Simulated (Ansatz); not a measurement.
# BFH3NTe: a ladder of functionals and wavefunction methods

How much do the methods differ for BFH3NTe? The plan is to run it at one geometry with functionals of several rungs and with coupled cluster. The yardstick is the atomisation energy at the CCSD(T) limit.

Program: Ansatz 0.2.0, Gaussian basis. Level of theory: functionals in def2-TZVPP, the program's frozen cores in correlated methods. These are calculated values, not measurements.

The runs, in order: LDA (SPW92), PBE-D4, revPBE-D4, BLYP-D4, r2SCAN-D4, B97M-V, PBE0-D4, B3LYP-D4, r2SCANh-D4, r2SCAN0-D4, HSE06-D4, BHLYP-D4, CAM-B3LYP-D4, LC-ωPBE, ωB97X-V, ωB97M-V, B2PLYP, PBE-QIDH; CCSD(T)/def2-SVP; CCSD(T)/def2-TZVPP; MP2/def2-QZVPP; extrapolation to the limit; RPA on PBE.

### 1 The geometry

An earlier PBE0-D4 in a triple-zeta def2 set relaxation fixed the geometry. Te takes the def2 core potential; no spin-orbit term is included.

SMILES `NB(F)[TeH]`, 7 atoms, charge 0, spin multiplicity 1.

Atoms are counted from 1 here; the program's logs count them from 0.

Bond lengths: N1–B2 1.390 Å, N1–H5 1.003 Å, N1–H6 1.007 Å, B2–F3 1.336 Å, B2–Te4 2.181 Å, Te4–H7 1.658 Å. Angles: B2–N1–H5 123.7°, B2–N1–H6 121.4°, H5–N1–H6 114.9°, N1–B2–F3 119.5°, N1–B2–Te4 124.6°, F3–B2–Te4 115.9°, B2–Te4–H7 93.2°.

### 2 LDA

This LDA is Slater exchange with PW92 correlation.

The input, in.yaml:

```yaml
crystal:
  periodic: [false, false, false]
  atoms:
    - {symbol: N, position_ang: [0.092583, 0.726681, 0.700676]}
    - {symbol: B, position_ang: [0.085748, -0.611373, 0.325465]}
    - {symbol: F, position_ang: [0.271498, -1.555652, 1.251690]}
    - {symbol: Te, position_ang: [-0.212299, -1.324216, -1.714411]}
    - {symbol: H, position_ang: [-0.040445, 1.485437, 0.058499]}
    - {symbol: H, position_ang: [0.234868, 1.002959, 1.658554]}
    - {symbol: H, position_ang: [-0.370752, 0.208164, -2.326072]}
basis:
  gaussian: {orbitals: def2-TZVPP}
hamiltonian: {xc: lda}
output: {orbitals: {seedname: orbitals}}
```

Command:

```console
$ ansatz run in.yaml --threads 2 --pin off --events-out ev --progress --plain --max-ram 4352MiB
```

After this run come: PBE-D4 (GGA); revPBE-D4 (GGA); BLYP-D4 (GGA); r2SCAN-D4 (meta-GGA); B97M-V (meta-GGA); B3LYP-D4 (hybrid); r2SCANh-D4 (hybrid); r2SCAN0-D4 (hybrid); HSE06-D4 (hybrid); BHLYP-D4 (hybrid); CAM-B3LYP-D4 (range-separated); LC-ωPBE (range-separated); ωB97X-V (range-separated); ωB97M-V (range-separated); B2PLYP (double hybrid); PBE-QIDH (double hybrid); CCSD(T) in def2-SVP; CCSD(T) in def2-TZVPP; MP2 in def2-QZVPP; RPA on PBE orbitals.

**Question.** What will the summary of the whole plan be? Wanted: atomisation energy, CCSD(T)/CBS; farthest beyond LDA; mean size of error, GGA; mean size of error, meta-GGA; mean size of error, hybrid; mean size of error, range-separated; mean size of error, double hybrid; gap, smallest and largest; T1 diagnostic.

**Answer**, as computed:

```
                               quantity                                                                                                                    value
        atomisation energy, CCSD(T)/CBS                                                                                                                26.035 eV
    functionals within 0.260 eV (1.0 %)  revPBE-D4, BLYP-D4, r2SCAN-D4, B97M-V, PBE0-D4, B3LYP-D4, r2SCANh-D4, HSE06-D4, CAM-B3LYP-D4, LC-ωPBE, ωB97X-V, ωB97M-V
                    farthest beyond LDA                                                                                                     BHLYP-D4 (-0.937 eV)
                mean size of error, GGA                                                                                                                 0.337 eV
           mean size of error, meta-GGA                                                                                                                 0.010 eV
             mean size of error, hybrid                                                                                                                 0.301 eV
    mean size of error, range-separated                                                                                                                 0.095 eV
      mean size of error, double hybrid                                                                                                                 0.296 eV
              gap, smallest and largest                                                                                    4.10 eV (BLYP-D4), 10.74 eV (LC-ωPBE)
                          T1 diagnostic                                                                                                                   0.0117
triples share of the correlation energy                                                                                                                    3.0 %
```

**Reading.** The LDA atomisation energy is off by 4.261 eV (16 %): it overbinds. PBE-D4 is off by +0.698 eV. Double hybrids carry the basis error of their MP2 part in triple zeta, and no dispersion term here, so their miss is partly the set-up's. The rungs meta-GGA, range-separated miss on average by less than the doubt on the reference (0.260 eV), so they tie. Misses under about 0.260 eV are within the doubt on the reference itself, which lacks core-valence correlation, spin-orbit coupling and higher excitations, and its outer-core shells are covered unevenly. All levels share the lack of spin-orbit coupling, which lowers the free heavy atoms and so the true binding. Hartree-Fock recovers 70 % of the binding; the rest is correlation. CCSD(T) in def2-SVP is off by -1.803 eV, so the small basis spoils what the method gains. Orbital gaps span 4.1 to 10.7 eV; exact exchange widens them. Correlated methods include outer-core shells of Te, which these sets cover unevenly.
